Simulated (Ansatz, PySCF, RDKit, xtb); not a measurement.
# Solving BGeBrF2, step by step

Task: start from the formula BGeBrF2, draw up candidate structures, narrow them down in stages, and characterise the one that lies lowest at 400 K.

Plan: many cheap relaxations first (GFN2-xTB), then density-functional screening, relaxation at B3LYP-D3(BJ)/def2-SVP, vibrations and a final energy. The numbers are computed, not measured.

7 further runs of the same task are left out: 7 set aside as unsound or not needed.

**1. Candidates**

All bonding patterns within simple valence rules are listed by program: one Lewis structure each, at most two rings and one unusual centre or charged pair. O–O, O–halogen and N–halogen bonds and N–N–N chains are not drawn. That gives 8 candidates.

```
label                    SMILES     spin
 c116           [F][Ge][B](F)Br  triplet
 c279           F[B](F)[Ge][Br]  triplet
 c488  [B+]=[Ge-]([F])([F])[Br]  singlet
 c650           [F][Ge][B](F)Br  singlet
 c694        [F][Ge]([F])=[B]Br  singlet
 c760           F[B](F)[Ge][Br]  singlet
 c827      F/[B]=[Ge](\[F])[Br]  singlet
 c863      F/[B]=[Ge](/[F])[Br]  singlet
```

Candidates are built by distance geometry, with a force field where one applies, in up to four conformers (letters a to d). 16 starts with atoms placed at random are added, to find patterns that the rules miss.

Q: Predict the outcome of this search (final energies at CCSD(T)/def2-SVP + MP2/def2-TZVPP - MP2/def2-SVP).

| quantity | value |
| --- | --- |
| lowest structure found | F[B](F)[Ge][Br], singlet, Cs |
| next finalist | [F][Ge][B](F)Br, singlet, 22.9 kcal/mol higher in G |
| share at equilibrium, among the finalists | 100.0 % |
| harmonic wavenumbers, lowest and highest (B3LYP-D3(BJ)/def2-SVP) | 45 and 1362 cm⁻¹ |
| rotational constants, same geometry | 0.08371, 0.03863, 0.03114 cm⁻¹ |
| dipole moment (PBE0/def2-TZVPD) | 1.96 D |
| HOMO energy (PBE0/def2-TZVPD) | -7.03 eV |
| LUMO energy (PBE0/def2-TZVPD) | -3.44 eV |
| HOMO–LUMO gap (PBE0/def2-TZVPD) | 3.59 eV |
| lowest excitation (TD-CAM-B3LYP/def2-SVPD) | 2.24 eV (f = 0.004) |
| strongest of the states computed, same level | 6.20 eV (f = 0.086) |
| lowest triplet excitation, same level, Tamm-Dancoff | 1.44 eV |
| vertical ionisation energy | 9.09 eV |
| vertical electron affinity | 1.61 eV |
| vertical triplet less singlet | +1.44 eV |

The lowest structure found is `F[B](F)[Ge][Br]`. Among the finalists first place is clear (22.9 kcal/mol); structures outside the list aren't covered. HF/STO-3G, r2SCAN-D4/def2-SVP, B3LYP-D3(BJ)/def2-SVP, HF/def2-SVP and MP2/def2-SVP already put its bonding pattern lowest among the structures in one piece. One minimum inside the window was never screened. The search is not exhaustive (a finite list of starts, one conformer a finalist), so a lower isomer can't be ruled out.
